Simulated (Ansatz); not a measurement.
**HBrCl (doublet): wave-function methods side by side at distance Br1–H2 along a hydrogen transfer = 1.746 Å, cc-pVDZ**

Aim: climb from Hartree-Fock through coupled cluster and multireference methods for HBrCl (doublet) at one geometry and basis, and see what each rung misses.

Program: Ansatz 0.2.0, Gaussian basis. Level of theory: cc-pVDZ, core rule «outside noble gas», up to 19 orbitals frozen. These are calculated values, not measurements.

The runs, in order: UHF; CCSD(T) on ROHF; CCSD(T) on UHF; BCCD(T) on ROHF; CISD; CCSDT(Q) on ROHF; CCSDT(Q) on UHF; CASSCF and MRCISD+Q, 3 electrons in 3 orbitals; CASSCF and NEVPT2, 3 electrons in 3 orbitals; CASSCF and MRCISD+Q, 15 electrons in 9 orbitals; CASSCF and NEVPT2, 15 electrons in 9 orbitals.

11 further runs of the same task are left out: 1 for a mislabelled method, 10 that didn't finish.

### Step 1. The geometry

The geometry derives from fragments relaxed apart (PBE0/def2-TZVP) and kept rigid, so it is no stationary point. A hydrogen atom is moved between rigid fragments. No spin-orbit coupling is included. The filled d shell of Br may be among the frozen orbitals whatever the setting's name suggests; the logs give the count.

3 atoms, charge 0, spin multiplicity 2.

Atoms are counted from 1 here; the program's logs count them from 0.

Bond lengths: Br1–H2 1.746 Å.

### Step 2. UHF

in.yaml

```yaml
crystal:
  periodic: [false, false, false]
  atoms:
    - {symbol: Br, position_ang: [0.000000, 0.000000, -1.759000]}
    - {symbol: H, position_ang: [0.000000, 0.000000, -0.013000]}
    - {symbol: Cl, position_ang: [0.000000, 0.000000, 1.772000]}
basis:
  gaussian: {orbitals: cc-pVDZ}
magnetization: {spin_polarized: true, initial_magnetization: 1}
hamiltonian: {xc: hf}
output: {orbitals: {seedname: orbitals}}
```

On the command line:

```
$ ansatz run in.yaml --threads 1 --pin off --events-out ev --progress --plain --max-ram 2393MiB
```

The runs that follow: CCSD(T) on ROHF; CCSD(T) on UHF; BCCD(T) on ROHF; CISD; CCSDT(Q) on ROHF; CCSDT(Q) on UHF; CASSCF and MRCISD+Q, 3 electrons in 3 orbitals; CASSCF and NEVPT2, 3 electrons in 3 orbitals; CASSCF and MRCISD+Q, 15 electrons in 9 orbitals; CASSCF and NEVPT2, 15 electrons in 9 orbitals.

Before running them: what should the planned runs give, taken together? Wanted: UCCSDT(Q) below the RHF energy; RMP2 from UCCSDT(Q); UMP2 from UCCSDT(Q); RCCSD from UCCSDT(Q); RCCSD(T) from UCCSDT(Q); UCCSD(T) from UCCSDT(Q); RCCSDT(Q) from UCCSDT(Q); NEVPT2 pair from UCCSDT(Q); MRCISD+Q pair from UCCSDT(Q).

The runs gave:

| quantity | value |
| --- | --- |
| UCCSDT(Q) below the RHF energy | -8.0884 eV |
| RMP2 from UCCSDT(Q) | +25.60 kcal/mol |
| UMP2 from UCCSDT(Q) | +26.88 kcal/mol |
| RCCSD from UCCSDT(Q) | +4.37 kcal/mol |
| RCCSD(T) from UCCSDT(Q) | +0.87 kcal/mol |
| UCCSD(T) from UCCSDT(Q) | +0.89 kcal/mol |
| RCCSDT(Q) from UCCSDT(Q) | +0.01 kcal/mol |
| NEVPT2 pair from UCCSDT(Q) | +20.52 kcal/mol |
| MRCISD+Q pair from UCCSDT(Q) | +1.08 kcal/mol |
| NEVPT2 valence from UCCSDT(Q) | +36.86 kcal/mol |
| levels within 1 kcal/mol (43 meV) | RCCSD(T), UCCSD(T), BCCD(T), RCCSDT, UCCSDT, RCCSDT(Q), MRCISD+Q valence |
| T1 diagnostic | 0.033 |
| effectively unpaired electrons | 1.04 |

RCCSD(T) lands +0.87 kcal/mol from the yardstick (0.5 % of the correlation energy). One determinant dominates. Of the multireference levels listed MRCISD+Q valence comes nearest in total energy (+0.87 kcal/mol), which doesn't show that its space is the better one. Coupled cluster took another determinant than the lowest Hartree-Fock one. These misses are within one basis, not against nature; the frozen cores of restricted and unrestricted runs differ, which can shift their rows.
